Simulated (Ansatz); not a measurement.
**F₂H₄SSi₂: a ladder of functionals and wavefunction methods**

An exercise on one series of results from a longer session: the logs are not shown, and one member is left open.

The runs use Ansatz 0.2.0, Gaussian basis; functionals in def2-TZVPP, the program's frozen cores in correlated methods.

The runs, in order: PBE-D4, r2SCAN-D4, PBE0-D4, B3LYP-D4, ωB97X-V, ωB97M-V, B2PLYP; CCSD(T)/def2-TZVPP; MP2/def2-QZVPP; extrapolation to the limit.

### The relaxed structure

All runs share one geometry, relaxed beforehand with PBE0-D4 in a triple-zeta def2 set.

SMILES `F[SiH2][SiH](F)S`, 9 atoms, charge 0, spin multiplicity 1.

Atoms are counted from 1 here; the program's logs count them from 0.

Bond lengths: F1–Si2 1.609 Å, Si2–Si3 2.348 Å, Si2–H6 1.485 Å, Si2–H7 1.484 Å, Si3–F4 1.603 Å, Si3–S5 2.120 Å, Si3–H8 1.483 Å, S5–H9 1.345 Å. Angles: F1–Si2–Si3 106.6°, F1–Si2–H6 108.1°, F1–Si2–H7 107.9°, Si3–Si2–H6 110.3°, Si3–Si2–H7 113.7°, H6–Si2–H7 110.0°, Si2–Si3–F4 109.4°, Si2–Si3–S5 107.7°, Si2–Si3–H8 114.5°, F4–Si3–S5 112.4°, F4–Si3–H8 107.2°, S5–Si3–H8 105.7°, Si3–S5–H9 94.3°.

Set-up of the first run:

in.yaml reads:

```yaml
crystal:
  periodic: [false, false, false]
  atoms:
    - {symbol: F, position_ang: [-1.421022, 0.404669, 1.506687]}
    - {symbol: Si, position_ang: [0.171287, 0.384940, 1.277748]}
    - {symbol: Si, position_ang: [0.529310, -0.472780, -0.878085]}
    - {symbol: F, position_ang: [0.557342, -2.074492, -0.816828]}
    - {symbol: S, position_ang: [-1.017551, 0.259917, -2.128623]}
    - {symbol: H, position_ang: [0.667707, 1.781744, 1.366708]}
    - {symbol: H, position_ang: [0.776884, -0.437450, 2.355029]}
    - {symbol: H, position_ang: [1.796702, -0.036710, -1.511668]}
    - {symbol: H, position_ang: [-1.972261, 0.143963, -1.188068]}
basis:
  gaussian: {orbitals: def2-TZVPP}
hamiltonian: {xc: pbe, dispersion: d4}
output: {forces: true, orbitals: {seedname: orbitals}}
```

On the command line:

```
> ansatz run in.yaml --threads 4 --pin off --events-out ev --progress --plain --max-ram 10444MiB
```

Among the steps run: PBE-D4 (GGA); r2SCAN-D4 (meta-GGA); PBE0-D4 (hybrid); B3LYP-D4 (hybrid); ωB97X-V (range-separated); ωB97M-V (range-separated); B2PLYP (double hybrid); CCSD(T) in def2-TZVPP; MP2 in def2-QZVPP.

One of the session's tables, all rows but one given; the rest of the session is left out.

It belongs to the step «Atomisation energies». 

```
            method  atomisation energy (kJ/mol)
            PBE-D4                       3061.8
         r2SCAN-D4                       3060.9
           PBE0-D4                       3013.8
          B3LYP-D4                       3032.9
           ωB97X-V                       3080.2
           ωB97M-V                       3061.1
            B2PLYP                       3005.4
     HF/def2-TZVPP                       2265.5
    MP2/def2-TZVPP                            ?
   CCSD/def2-TZVPP                       2926.2
CCSD(T)/def2-TZVPP                       2968.5
           MP2/CBS                       3127.8
       CCSD(T)/CBS                       3069.7
```

Q: Estimate the row for MP2/def2-TZVPP from the others.

**Answer.** atomisation energy (kJ/mol): 3026.6. In the column «atomisation energy (kJ/mol)» it lies between PBE0-D4 (3013.8) and B3LYP-D4 (3032.9).

Limits of these values: Free atoms (2 F, 2 Si, 1 S, 4 H) were run apart at each level; the atomisation energy is their sum less the molecule, without zero-point or spin-orbit terms.
